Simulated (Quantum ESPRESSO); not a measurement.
Crystal: NbTe.

```
Te Nb
1.0
     3.70297    0.00000    0.00000
    -1.85149    3.20687    0.00000
     0.00000    0.00000    3.69421
Te Nb
1 1
Direct
  0.66667 0.33333 0.00000
  0.00000 0.00000 0.50000
```

The cell comes from a database or a generator and needn't be the stable form of this composition.

Base run:

| Quantity | Value |
| --- | --- |
| Program | Quantum ESPRESSO 7.5 |
| Functional | PBEsol |
| Potentials or basis | GBRV 1.5 PBEsol |
| Cutoff | 612 eV |
| Density cutoff | 4898 eV |
| k mesh | 8 × 8 × 7 |
| Occupations | fermi-dirac, width 0.05 eV |
| Spin | no spin polarisation |
| Hubbard terms | Nb d U = 3 eV |

Its results: band gap on the k mesh none (metal or under the smearing width); pressure -8.2 GPa.

Question: The run is repeated on the same cell with these changes: hubbard terms from Nb d U = 3 eV to none. What comes out?

Answer: Band gap on the k mesh none (metal or under the smearing width); pressure -4.7 GPa.

Caveats: U without spin polarisation on a metal has little footing (some runs); the U is typed as a test and isn't derived for this compound (some runs).

Not every run made on this cell is shown here.
